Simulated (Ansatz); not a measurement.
The system is Ge3Pd.

```
Pd Ge
1.0
     4.14202    0.00000    0.00000
     0.00000    4.14202    0.00000
     0.00000    0.00000    4.14202
Pd Ge
1 3
Direct
  0.00000 0.00000 0.00000
  0.50000 0.50000 0.00000
  0.50000 0.00000 0.50000
  0.00000 0.50000 0.50000
```

The cell comes from a database or a generator and needn't be the stable form of this composition.

Base run:

| Item | Value |
| --- | --- |
| Program | Ansatz 0.2.0 |
| Functional | PBEsol |
| Potentials or basis | Ansatz PAW |
| Cutoff | 420 eV |
| Density cutoff | 1680 eV |
| k mesh | 7 × 7 × 7 |
| Occupations | fermi-dirac, width 0.05 eV |
| Spin | no spin polarisation |
| Hubbard terms | Pd d U = 5 eV |

Its results: band gap on the k mesh none (metal or under the smearing width); pressure -3.7 GPa.

Problem. The run is repeated on the same cell with these changes: hubbard terms from Pd d U = 5 eV to Pd d U = 1 eV. What comes out?

Solution. Band gap on the k mesh none (metal or under the smearing width); pressure -4.6 GPa.

Caveats: U without spin polarisation on a metal has little footing; the PAW data sets come from PBE, with cores solved anew for the run's functional, which leaves a small shift of forces and pressure; the U is typed as a test and isn't derived for this compound.

Not every run made on this cell is shown here.
